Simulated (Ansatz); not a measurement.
# Li: molecular dynamics

Purpose: to ramp the temperature up and watch the lattice. Runs: 90 steps of 1 fs under a Langevin thermostat, set from 300 K to 1800 K by a schedule. The start is the crystal (bcc).

Method: DFT r2SCAN+D3(BJ), plane waves, PAW, scalar-relativistic, no spin polarisation, in Ansatz 0.2.0.

**1. The starting structure**

The cell holds 16 atoms (Li16): a = 6.980 Å, b = 6.980 Å, c = 6.980 Å, α = 90.00°, β = 90.00°, γ = 90.00°.

As a file:

```xyz
16
Lattice="6.9800 0.0000 0.0000 0.0000 6.9800 0.0000 0.0000 0.0000 6.9800" Properties=species:S:1:pos:R:3 pbc="T T T"
Li    0.0000    0.0000    0.0000
Li    3.4900    0.0000    0.0000
Li    0.0000    3.4900    0.0000
Li    0.0000    0.0000    3.4900
Li    1.7450    1.7450    1.7450
Li    3.4900    3.4900    0.0000
Li    3.4900    0.0000    3.4900
Li    5.2350    1.7450    1.7450
Li    0.0000    3.4900    3.4900
Li    1.7450    5.2350    1.7450
Li    1.7450    1.7450    5.2350
Li    3.4900    3.4900    3.4900
Li    5.2350    5.2350    1.7450
Li    5.2350    1.7450    5.2350
Li    1.7450    5.2350    5.2350
Li    5.2350    5.2350    5.2350
```

**2. The run**

90 steps of 1 fs under a Langevin thermostat, set from 300 K to 1800 K by a schedule.

Input file input.yaml:

```yaml
accuracy: low
crystal:
  lattice:
    - [6.98, 0.0, 0.0]
    - [0.0, 6.98, 0.0]
    - [0.0, 0.0, 6.98]
  atoms:
    - { symbol: Li, position: [0.0, 0.0, 0.0] }
    - { symbol: Li, position: [0.5, 0.0, 0.0] }
    - { symbol: Li, position: [0.0, 0.5, 0.0] }
    - { symbol: Li, position: [0.0, 0.0, 0.5] }
    - { symbol: Li, position: [0.25, 0.25, 0.25] }
    - { symbol: Li, position: [0.5, 0.5, 0.0] }
    - { symbol: Li, position: [0.5, 0.0, 0.5] }
    - { symbol: Li, position: [0.75, 0.25, 0.25] }
    - { symbol: Li, position: [0.0, 0.5, 0.5] }
    - { symbol: Li, position: [0.25, 0.75, 0.25] }
    - { symbol: Li, position: [0.25, 0.25, 0.75] }
    - { symbol: Li, position: [0.5, 0.5, 0.5] }
    - { symbol: Li, position: [0.75, 0.75, 0.25] }
    - { symbol: Li, position: [0.75, 0.25, 0.75] }
    - { symbol: Li, position: [0.25, 0.75, 0.75] }
    - { symbol: Li, position: [0.75, 0.75, 0.75] }
basis:
  ecutwfc: 500.0
kpoints:
  mp_grid: { grid: [2, 2, 2] }
hamiltonian:
  xc: r2scan
  dispersion: d3bj
scf:
  occupations: { method: fermi_dirac, width: 0.16 }
  lower_state_search: "off"
md:
  timestep: 1
  n_steps: 90
  ensemble: nvt_langevin
  temperature: 300.0
  initial_velocities: maxwell_boltzmann
  seed: 910834
  friction: 0.02
  temperature_schedule: [{ n_steps: 90, end_temperature: 1800.0 }]
```

Run with:

```sh
$ ansatz run input.yaml --threads 1 --pin off --max-ram 3072MiB --backend cpu --events-out ev --progress --plain --runs-dir out
```

Before running it: what results should come out? Wanted: temperature, first and last step; temperature, second half; potential energy, second half; mean square displacement, second half.

As calculated:

| quantity | value |
| --- | --- |
| length | 90 steps of 1 fs |
| temperature, first and last step | 281 and 1136 K |
| temperature, second half | mean 938 K, from 571 to 1332 K |
| potential energy, second half | +92 meV/atom from the start |
| mean square displacement, second half | Li 0.221 Å² |

What this shows: Under a schedule from 300 to 1800 K over 90 fs, the atoms average 1172 K over the last tenth of the run. Such a rate, of order 10^16 K/s, is far beyond any furnace or quench, and the atoms lag the set-point. Counted from the crystal's sites, with the common drift removed, the atoms stand 0.58 Å away over the last tenth of the run (root mean square), 19 % of the neighbour distance: near the range, 10 to 20 % and a little above, in which crystals usually melt. A run of 90 fs with 16 atoms shows the motion but fixes no equilibrium value. Accuracy level and mesh were kept low to afford the steps.
